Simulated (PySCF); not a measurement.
# F2Y (Y(F)2+): the cost of one run

Program: PySCF 2.14.0. Level of theory: several levels, as the steps say, no spin–orbit coupling. These are calculated values, not measurements.

1 further run of the same task is left out (for a known fault of the program).

**1. Starting geometry**

3 atoms, charge 1, spin multiplicity 1.

Bond lengths: Y1–F2 1.914 Å, Y1–F3 1.914 Å. Angles: F2–Y1–F3 111.2°.

Coordinates:

```xyz
3
F2Y
Y     0.00000    0.00000   -0.41422
F     1.57931    0.00000    0.66770
F    -1.57931    0.00000    0.66770
```

Formal oxidation states: Y +3. An earlier session relaxed this geometry at PBE0, Y def2-SVP with ECP28, F def2-SVP (singlet, point group C2v).

At PBE0 on the finer grid: E = -237.547199 Eh, HOMO -16.30 eV, LUMO -8.13 eV, Mulliken charge on Y1 +1.57 e, largest force component 0.037 eV/Å. 

Levels to run: revPBE; TPSS; PBE0, TZVP. Hardware: 2 threads of Arm Neoverse N1, shared host.

**2. revPBE**

run.py (the lines that set the calculation) reads:

```python
mol = gto.M(atom='''
Y      0.00000     0.00000    -0.41422
F      1.57931     0.00000     0.66770
F     -1.57931     0.00000     0.66770''',
    basis={'Y': 'def2-SVP', 'F': 'def2-SVP'},
    ecp={'Y': 'def2-SVP'},
    charge=1, spin=0)
mf = dft.RKS(mol, xc='PBE_R,PBE')
mf.grids.atom_grid = (75, 302)
mf = mf.density_fit()  # fitting sets: Y def2-universal-JKFIT, F def2-universal-JKFIT
mf.conv_tol = 1e-08; mf.max_cycle = 55
mf.kernel(dm0)  # dm0: the density of the relaxed state
```

Started as:

```console
> OMP_NUM_THREADS=2 python run.py
```

**Question.** How long does this run take on 2 threads of Arm Neoverse N1, shared host?

About 1.9 s.
